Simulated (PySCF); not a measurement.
# [HfF2]2+: other functionals and bases at one geometry

An exercise on one series of results from a longer session: the logs are not shown, and one member is left open.

Program: PySCF 2.14.0. Level of theory: several levels, as the steps say, no spin–orbit coupling. These are calculated values, not measurements.

1 further run of the same task is left out (for a known fault of the program).

### Where the work starts

3 atoms, charge 2, spin multiplicity 1.

Bond lengths: Hf1–F2 1.798 Å, Hf1–F3 1.798 Å. Angles: F2–Hf1–F3 101.4°.

As a file:

```xyz
3
F2Hf
Hf    0.0000    0.0000   -0.3853
F     1.3919    0.0000    0.7530
F    -1.3919    0.0000    0.7530
```

Formal oxidation states: Hf +4. An earlier session relaxed this geometry at PBE0, Hf def2-SVP with ECP60, F def2-SVP (singlet, point group C2v).

At PBE0 on the finer grid: E = -246.607348 Eh, HOMO -25.14 eV, LUMO -17.14 eV, Mulliken charge on Hf1 +2.15 e, largest force component 0.027 eV/Å. 

Levels to run: PBE; B3LYP; PBE0, TZVP. Hardware: 2 threads of Arm Neoverse V2, shared host.

The first run:

run.py (the lines that set the calculation)

```python
mol = gto.M(atom='''
Hf     0.00000     0.00000    -0.38526
F      1.39190     0.00000     0.75299
F     -1.39190     0.00000     0.75299''',
    basis={'Hf': 'def2-SVP', 'F': 'def2-SVP'},
    ecp={'Hf': 'def2-SVP'},
    charge=2, spin=0)
mf = dft.RKS(mol, xc='PBE')
mf.grids.atom_grid = (75, 302)
mf = mf.density_fit()  # fitting sets: Hf def2-universal-JKFIT, F def2-universal-JKFIT
mf.conv_tol = 1e-08; mf.max_cycle = 55
mf.kernel(dm0)  # dm0: the density of the relaxed state
```

Launch:

```sh
OMP_NUM_THREADS=2 python run.py
```

Among the steps run: PBE; B3LYP; PBE0, TZVP.

One table of the session follows, with a row left open; its other results are not shown here.

| level | HOMO (eV) | gap (eV) | charge on Hf1 (e) | dipole (D) | largest force component (eV/Å) |
| --- | --- | --- | --- | --- | --- |
| PBE0 (relaxed here) | -25.14 | 8.01 | 2.15 | 5.24 | 0.03 |
| PBE | -23.24 | 5.21 | 2.01 | 4.64 | 0.84 |
| B3LYP | -24.81 | 7.21 | 2.12 | 5.14 | 0.46 |
| PBE0, TZVP | ? | ? | ? | ? | ? |

Q: Estimate the row for PBE0, TZVP from the others.

As computed: HOMO (eV): -25.01; gap (eV): 8.02; charge on Hf1 (e): 2.25; dipole (D): 5.18; largest force component (eV/Å): 1.05. In the column «HOMO (eV)» it lies between PBE0 (relaxed here) (-25.14) and B3LYP (-24.81).

The dipole of a charged species depends on the origin, so these sizes hold for this origin alone.

In one basis the HOMO–LUMO gap runs from 5.21 eV (PBE) to 8.01 eV (PBE0). The largest leftover force, 1.05 eV/Å with PBE0, TZVP, stands at a geometry relaxed at another level. Total energies of different levels can't be compared.
